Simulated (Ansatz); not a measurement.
# BGeO (doublet): the correlation ladder, cc-pVDZ

The task here is to estimate one member of a computed series from the others.

Computed with Ansatz 0.2.0, Gaussian basis. Level: cc-pVDZ, core rule «outside noble gas», up to 16 orbitals frozen.

To be run: UHF; CCSD(T) on ROHF; CCSD(T) on UHF; BCCD(T) on ROHF; CISD; CCSDT(Q) on ROHF; CCSDT(Q) on UHF; CASSCF and MRCISD+Q, 11 electrons in 11 orbitals; CASSCF and NEVPT2, 11 electrons in 11 orbitals.

18 further runs of the same task are left out: 4 that didn't finish, 14 set aside as unsound or not needed.

**The geometry**

The geometry is a PBE0/def2-TZVP stationary point (not a proven minimum) of the parent state, kept for this charge and spin. No spin-orbit coupling is included. The filled d shell of Ge may be among the frozen orbitals whatever the setting's name suggests; the logs give the count.

3 atoms, charge 0, spin multiplicity 2.

Atoms are counted from 1 here; the program's logs count them from 0.

Bond lengths: Ge1–B2 1.975 Å, B2–O3 1.208 Å. Angles: Ge1–B2–O3 180.0°.

The first run:

Contents of in.yaml:

```yaml
crystal:
  periodic: [false, false, false]
  atoms:
    - {symbol: Ge, position_ang: [0.000000, 0.000000, 1.719100]}
    - {symbol: B, position_ang: [0.000000, 0.000000, -0.255500]}
    - {symbol: O, position_ang: [0.000000, 0.000000, -1.463600]}
basis:
  gaussian: {orbitals: cc-pVDZ}
magnetization: {spin_polarized: true, initial_magnetization: 1}
hamiltonian: {xc: hf}
output: {orbitals: {seedname: orbitals}}
```

Run with:

```bash
$ ansatz run in.yaml --threads 1 --pin off --events-out ev --progress --plain --max-ram 2393MiB
```

Among the steps run: UHF; CCSD(T) on ROHF; CCSD(T) on UHF; BCCD(T) on ROHF; CISD; CCSDT(Q) on ROHF; CCSDT(Q) on UHF; CASSCF and MRCISD+Q, 11 electrons in 11 orbitals; CASSCF and NEVPT2, 11 electrons in 11 orbitals.

One table of the session follows, with a row left open; its other results are not shown here.

It belongs to the step «Misses and costs». 

```
          method  from UCCSDT(Q) (kcal/mol)
            ROHF                    +219.03
             UHF                    +216.88
            RMP2                          ?
            UMP2                     +20.72
            CISD                     +29.80
           RCCSD                      +9.36
           UCCSD                      +9.24
        RCCSD(T)                      +1.52
        UCCSD(T)                      +1.47
         BCCD(T)                      +1.46
          RCCSDT                      +0.91
          UCCSDT                      +0.85
       RCCSDT(Q)                      +0.26
       UCCSDT(Q)                          0
  CASSCF valence                    +125.93
  NEVPT2 valence                     +26.07
  MRCISD valence                      +9.94
MRCISD+Q valence                      +1.86
```

Estimate the missing values for RMP2.

**Answer.** from UCCSDT(Q) (kcal/mol): +20.52. In the column «from UCCSDT(Q) (kcal/mol)» it lies between MRCISD valence (+9.94) and UMP2 (+20.72).

Limits of these values: Restricted and unrestricted rows rest on different reference determinants; where their highest levels disagree by more than a few hundredths of an eV, they describe different states and don't form one ladder.
